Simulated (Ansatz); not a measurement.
# CH8OSi2: the cost of one run

Method: RHF/6-31G*, in Ansatz 0.2.0.

**1. Starting point**

Bond lengths: Si1–H2 1.660 Å, Si1–C3 2.070 Å, C3–H4 1.110 Å, C3–H5 1.110 Å, C3–H6 1.110 Å, Si1–H7 1.459 Å, Si1–O8 1.679 Å, O8–Si9 1.680 Å, Si9–H10 1.460 Å, Si9–H11 1.460 Å, Si9–H12 1.460 Å. Angles (14 of 19 angles, heavy atoms first): C3–Si1–O8 122.7°, Si1–O8–Si9 125.0°, H2–Si1–C3 46.7°, H2–Si1–O8 121.2°, C3–Si1–H7 122.7°, H7–Si1–O8 109.5°, Si1–C3–H4 105.9°, Si1–C3–H5 79.7°, Si1–C3–H6 137.3°, O8–Si9–H10 109.5°, O8–Si9–H11 109.5°, O8–Si9–H12 109.5°, H2–Si1–H7 121.2°, H4–C3–H5 109.4°.

Structure file:

```xyz
12

Si    0.0000    0.0000    0.0000
H     0.7956    0.0000    1.4569
C     2.0030    0.0000    0.5226
H     2.3507   -1.0463    0.3944
H     2.0515    0.5276   -0.4528
H     2.6550    0.5187    1.2561
H    -0.6877    1.1914   -0.4862
O    -0.7913   -1.3709   -0.5594
Si   -1.6730   -2.4329    0.3983
H    -1.2634   -2.2870    1.7920
H    -3.0964   -2.1323    0.2761
H    -1.4264   -3.8036   -0.0398
```

**2. A restrained relaxation towards end A**

Springs on the bonds that form and break draw the guess towards this end; the thresholds are loose.

The input, input.yaml:

```yaml
crystal:
  periodic: [false, false, false]
  atoms:
    - { symbol: Si, position_ang: [0.0, 0.0, 0.0] }
    - { symbol: H, position_ang: [0.7956, 0.0, 1.4569] }
    - { symbol: C, position_ang: [2.003, 0.0, 0.5226] }
    - { symbol: H, position_ang: [2.3507, -1.0463, 0.3944] }
    - { symbol: H, position_ang: [2.0515, 0.5276, -0.4528] }
    - { symbol: H, position_ang: [2.655, 0.5187, 1.2561] }
    - { symbol: H, position_ang: [-0.6877, 1.1914, -0.4862] }
    - { symbol: O, position_ang: [-0.7913, -1.3709, -0.5594] }
    - { symbol: Si, position_ang: [-1.673, -2.4329, 0.3983] }
    - { symbol: H, position_ang: [-1.2634, -2.287, 1.792] }
    - { symbol: H, position_ang: [-3.0964, -2.1323, 0.2761] }
    - { symbol: H, position_ang: [-1.4264, -3.8036, -0.0398] }
basis:
  gaussian: { orbitals: "6-31G*" }
hamiltonian:
  xc: hf
relax:
  f_tol: 0.15
  max_steps: 25
  restrain:
    - { distance: [1, 2], at: 2.31, k: 30.0 }
    - { distance: [0, 1], at: 1.46, k: 30.0 }
    - { distance: [0, 2], at: 1.87, k: 30.0 }
output:
  orbitals: {}
```

Started as:

```console
> ansatz run input.yaml --threads 1 --pin off --max-ram 2048MiB --backend cpu --events-out ev --progress --plain --runs-dir out
```

What time and memory should one allow on 1 thread of Arm Neoverse V2, shared host?

About 21 s, with a peak of 0.15 GiB.
